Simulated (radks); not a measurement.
# Pd¹⁰⁺ in [Kr]: an all-electron calculation

One table from this session's results is given with a row withheld; the runs are named, their logs left out.

The numbers are computed with radks (a radial shooting solver on a logarithmic mesh, Libxc functionals) version 1 (Dirac Kohn-Sham, BLYP, spin-unpolarised, spherical densities, finite nucleus), except any that are marked as measured or tabulated.

### The system

* element: palladium (Z = 46)
* charge: +10
* electrons: 36
* configuration: [Kr]
* nuclear rms radius: 4.5318 fm

The outer shells:

Pd¹⁰⁺
```
[Ar] core
3d [↑↓][↑↓][↑↓][↑↓][↑↓]
4s [↑↓]
4p [↑↓][↑↓][↑↓]
```

Set-up of the first run:

Input:

```text
Z 46
configuration [Kr] 5s0 4d0
relativity Dirac
functional b88,lyp
spin unpolarised
j_filling energy
nucleus finite rms 4.5318 fm
c 137.035999084
```

Steps of the session up to this table: Self-consistent calculation.

One of the session's tables, all rows but one given; the rest of the session is left out.

It belongs to the step «Orbitals and density». Sizes of the orbitals, from the radial functions (bohr):

| level | <r> | outermost maximum (interpolated) | 90 % within | nodes |
| --- | --- | --- | --- | --- |
| 1s1/2 | 0.03185 | 0.0207 | 0.0571 | 0 |
| 2s1/2 | 0.1380 | 0.117 | 0.214 | 1 |
| 2p1/2 | 0.1171 | 0.0905 | 0.192 | 0 |
| 2p3/2 | 0.1221 | 0.0947 | 0.198 | 0 |
| 3s1/2 | 0.3781 | 0.341 | 0.557 | 2 |
| 3p1/2 | 0.3699 | 0.328 | 0.558 | 1 |
| 3p3/2 | 0.3806 | 0.338 | 0.573 | 1 |
| 3d3/2 | 0.3531 | 0.279 | 0.559 | 0 |
| 3d5/2 | ? | ? | ? | ? |
| 4s1/2 | 0.8834 | 0.825 | 1.26 | 3 |
| 4p1/2 | 0.9215 | 0.853 | 1.33 | 2 |
| 4p3/2 | 0.9420 | 0.873 | 1.36 | 2 |
| 4d3/2 | 1.037 | 0.939 | 1.53 | 1 |
| 4d5/2 | 1.043 | 0.945 | 1.54 | 1 |
| 5s1/2 | 1.739 | 1.71 | 2.42 | 4 |

Q: Estimate the row for 3d5/2 from the others.

**Answer.** <r>: 0.3565; outermost maximum (interpolated): 0.282; 90 % within: 0.564; nodes: 0. In the column «<r>» it lies between 3d3/2 (0.3531) and 3p1/2 (0.3699).
